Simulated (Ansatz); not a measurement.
Runs of Ansatz 0.2.0 on Ga3Sb. The structure is tetragonal, space group I4/mmm (No. 139). The conventional cell has a = 4.318 Å, b = 4.318 Å, c = 9.521 Å, α = 90.00°, β = 90.00°, γ = 90.00°. Sb (site symmetry 4/mmm) is surrounded by 12 Ga at 3.05 to 3.21 Å. Ga (site symmetry 4/mmm) has 4 Sb at 3.05 Å and 8 Ga at 3.21 Å as nearest neighbours. Ga (site symmetry -4m2) is surrounded by 8 Ga at 3.05 to 3.21 Å and 4 Sb at 3.21 Å. The cell comes from a database or a generator and needn't be the stable form of this composition.

```csv
task,level,cutoff (eV),basis error allowed,pressure (GPa)
band structure,PBEsol,177,0.002 eV/atom,-3.5
band structure,PBE,177,0.002 eV/atom,(a)
band structure,LDA,178,0.002 eV/atom,-4.8
single point,PBEsol,193,0.001 eV/atom,-3.5
```

Alike in all rows: potentials or basis all-electron LAPW, scalar-relativistic; no spin polarisation; cell as given; k mesh 9 × 9 × 9; smearing fermi-dirac 0.05 eV.

Task: Fill in the values left out.

Result: (a) -0.5.

Not every run made on this cell is shown here.
